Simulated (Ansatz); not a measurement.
Crystal: MgC2.

```
CELL_PARAMETERS angstrom
3.95078 0.00000 0.00000
0.00000 3.95078 0.00000
0.00000 0.00000 4.98709
ATOMIC_POSITIONS crystal
Mg 0.00000 0.00000 0.50000
Mg 0.50000 0.50000 0.00000
C 0.38766 0.61235 0.50000
C 0.11235 0.11235 0.00000
C 0.61235 0.38766 0.50000
C 0.88765 0.88765 0.00000
```

The cell comes from a database or a generator and needn't be the stable form of this composition.

Base run:

- Program: Ansatz 0.2.0
- Functional: PBEsol
- Potentials or basis: Ansatz PAW
- Cutoff: 420 eV
- Density cutoff: 1680 eV
- k mesh: 7 × 7 × 6
- Occupations: gaussian, width 0.1 eV
- Spin: no spin polarisation

Its results: band gap on the k mesh 2.47 eV, indirect (least direct gap 2.86 eV); pressure -2.3 GPa; largest force 0.048 eV/Å.

Q: The run is repeated on the same cell with these changes: functional from PBEsol to PBE. What comes out?

A: Band gap on the k mesh 2.59 eV, indirect (least direct gap 2.95 eV); pressure -0.3 GPa; largest force 0.115 eV/Å.

PBE binds less tightly than PBEsol, so the same cell stands under more pressure.

Caveats: odd divisions of the mesh miss points on the zone boundary, where band edges often lie, so the gap on the mesh can be too wide; the PAW data sets come from PBE, with cores solved anew for the run's functional, which leaves a small shift of forces and pressure (some runs).

A k mesh can miss the band edges.

Not every run made on this cell is shown here.
